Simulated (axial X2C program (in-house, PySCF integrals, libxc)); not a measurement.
# CsH⁺: properties at the nuclei

Wanted for CsH⁺: properties at the nuclei, at the two-component level.

Program: an in-house X2C program for linear molecules on PySCF integrals. Level of theory: two-component X2C with atomic mean-field terms, Cs dyall-cv3z, H dyall-v3z. These are calculated values, not measurements.

**1. Set-up**

The input, task.json:

```json
{"zs": [55, 1], "q": 1, "bas": ["dyall-cv3z", "dyall-v3z"], "r0": 2.64, "levels": ["PBE0", "HF", "r2SCAN", "TPSSh", "BP86"], "nst": 3}
```

Keys: zs atomic numbers; q charge; bas basis sets; r0 starting distance in Å; levels methods (HF also brings MP2); nst determinants followed.

On the command line:

```
> python soeom.py task.json out
```

The runs that follow: Expectation values, lowest determinant.

What does the calculation give? Wanted: lowest determinant; Eeff magnitude; Ws magnitude Cs; A∥/gI Cs; qzz Cs.

The runs gave:

| quantity | value |
| --- | --- |
| lowest determinant | Ω = 1/2 (excess of +ω over −ω: ω = 1/2) |
| Eeff magnitude (GV/cm), PBE0 | 0.26 |
| Ws magnitude Cs (kHz), PBE0 | 0.351 |
| A∥/gI Cs (MHz), PBE0 | 41.5 |
| qzz Cs (a.u.), PBE0 | -0.06 |

**Reading.** In the first state, the effective field runs from 0.195 to 0.433 GV/cm over the mean-field levels, so the levels don't agree on it. The expectation values come from single determinants, which for open shells can mix terms of unlike spin or miss the lowest Ω, so a determinant need not be a state. Eeff is the effective electric field on the electron dipole moment in this Ω state and Ws the scalar–pseudoscalar constant (defined with the proton number Z and per Ω); A∥ is the parallel hyperfine constant, which follows by multiplying with the nuclear g factor gI = μI/(I μN); qzz is the electric field gradient, eQq0 = 234.96 MHz × Q/barn × qzz. The operators were transformed with the bare-nucleus X2C matrices.
